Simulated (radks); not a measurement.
# Ti in [Ar] 3d2 4s1 5s1: an all-electron calculation

The task here is to estimate one member of a computed series from the others.

Program: radks (a radial shooting solver on a logarithmic mesh, Libxc functionals) version 1. Level of theory: Dirac Kohn-Sham, BLYP, spin-unpolarised, spherical densities, point nucleus; open shells are shared between the two j in proportion to 2j + 1. These are calculated values, not measurements, unless marked.

## What is computed

| Item | Value |
| --- | --- |
| element | titanium (Z = 22) |
| charge | 0 |
| electrons | 22 |
| configuration | [Ar] 3d2 4s1 5s1 |

Outer shells as boxes (Hund's rule):

Ti
```
[Ar] core
3d [↑ ][↑ ][  ][  ][  ]
4s [↑ ]
5s [↑ ]
```

The first run:

The run's settings:

```text
Z 22
configuration [Ar] 3d2 4s1 5s1
relativity Dirac
functional b88,lyp
spin unpolarised
j_filling average
nucleus point
c 137.035999084
```

Started as:

```
$ python run_ks.py task.json out
```

All runs below come from this command, one after another.

One table of the session follows, with a row left open; its other results are not shown here.

It belongs to the step «Shells». Sizes of the orbitals, from the radial functions (bohr):

| level | <r> | outermost maximum (interpolated) | 90 % within | nodes |
| --- | --- | --- | --- | --- |
| 1s1/2 | 0.06958 | 0.0455 | 0.124 | 0 |
| 2s1/2 | ? | ? | ? | ? |
| 2p1/2 | 0.2881 | 0.218 | 0.474 | 0 |
| 2p3/2 | 0.2908 | 0.220 | 0.478 | 0 |
| 3s1/2 | 1.007 | 0.869 | 1.51 | 2 |
| 3p1/2 | 1.081 | 0.896 | 1.67 | 1 |
| 3p3/2 | 1.089 | 0.903 | 1.68 | 1 |
| 3d3/2 | 1.531 | 0.974 | 2.68 | 0 |
| 3d5/2 | 1.535 | 0.977 | 2.69 | 0 |
| 4s1/2 | 3.224 | 2.74 | 4.79 | 3 |
| 5s1/2 | 9.126 | 8.22 | 13.1 | 4 |

Estimate the missing values for 2s1/2.

**Answer.** <r>: 0.3249; outermost maximum (interpolated): 0.269; 90 % within: 0.505; nodes: 1. In the column «<r>» it lies between 2p3/2 (0.2908) and 3s1/2 (1.007).
